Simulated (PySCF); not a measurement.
# ErH6NO3 (Er(OH)3(NH3)): the cost of one run

The runs use PySCF 2.14.0; several levels, as the steps say, no spin–orbit coupling.

5 further runs of the same task are left out: 2 for a known fault of the program, 3 that didn't finish.

### 1 Starting geometry

11 atoms, charge 0, spin multiplicity 1.

Bond lengths: Er1–O2 2.050 Å, Er1–O4 2.051 Å, Er1–O6 2.050 Å, Er1–N8 2.485 Å, O2–H3 0.966 Å, O4–H5 0.967 Å, O6–H7 0.966 Å, N8–H9 1.031 Å, N8–H10 1.031 Å, N8–H11 1.031 Å. Angles: O2–Er1–O4 118.3°, O2–Er1–O6 118.3°, O2–Er1–N8 97.5°, O4–Er1–O6 118.4°, O4–Er1–N8 97.4°, O6–Er1–N8 97.6°, Er1–O2–H3 173.3°, Er1–O4–H5 172.5°, Er1–O6–H7 173.1°, Er1–N8–H9 112.0°, Er1–N8–H10 112.2°, Er1–N8–H11 112.0°, H9–N8–H10 106.8°, H9–N8–H11 106.8°, H10–N8–H11 106.8°.

Geometry (Å):

```xyz
11
charge 0, multiplicity 1
Er    0.1440   -0.1925    0.2391
O     1.1655    1.3015    1.2010
H     1.7024    1.9239    1.7088
O    -1.4021   -1.1067    1.2286
H    -2.0438   -1.5779    1.7769
O     1.1108   -1.2381   -1.2357
H     1.6288   -1.7793   -1.8458
N    -1.2324    1.2568   -1.2368
H    -1.8332    1.8970   -0.6969
H    -0.6537    1.8431   -1.8562
H    -1.8560    0.7060   -1.8453
```

Formal oxidation states: Er +3. Each metal's 11 4f electrons lie in its core potential, so multiplicities, spins and levels count the valence alone. An earlier session relaxed this geometry at BP86, Er lcecp-1-SVP with ECP57, O def2-SVP, H def2-SVP, N def2-SVP (singlet, point group Cs).

At BP86 on the finer grid: E = -322.353348 Eh, HOMO -5.39 eV, LUMO -0.79 eV, Mulliken charge on Er1 +0.65 e, largest force component 0.018 eV/Å. 

Levels to run: r2SCAN; PBE0; BLYP; wB97X; BP86, TZVP. Hardware: 2 threads of Arm Neoverse V1, shared host.

### 2 r2SCAN

Input file run.py (the lines that set the calculation):

```python
mol = gto.M(atom='''
Er     0.14399    -0.19253     0.23910
O      1.16548     1.30155     1.20101
H      1.70239     1.92390     1.70885
O     -1.40206    -1.10667     1.22858
H     -2.04376    -1.57795     1.77686
O      1.11079    -1.23805    -1.23567
H      1.62881    -1.77934    -1.84583
N     -1.23240     1.25675    -1.23678
H     -1.83320     1.89705    -0.69686
H     -0.65368     1.84312    -1.85622
H     -1.85596     0.70599    -1.84531''',
    basis={'Er': 'lcecp-1-SVP', 'O': 'def2-SVP', 'H': 'def2-SVP', 'N': 'def2-SVP'},
    ecp={'Er': 'lcecp-1-SVP'},
    charge=0, spin=0)
mf = dft.RKS(mol, xc='R2SCAN')
mf.grids.atom_grid = (75, 302)  # f atoms: unpruned, at least (60, 302)
mf = mf.density_fit()  # fitting sets: Er AutoAux, O def2-universal-JKFIT, H def2-universal-JKFIT, N def2-universal-JKFIT
mf.conv_tol = 1e-08; mf.max_cycle = 55
mf.kernel(dm0)  # dm0: the density of the relaxed state
```

The run is started by

```console
OMP_NUM_THREADS=2 python run.py
```

**Question.** How long does this run take on 2 threads of Arm Neoverse V1, shared host?

About 14 s.
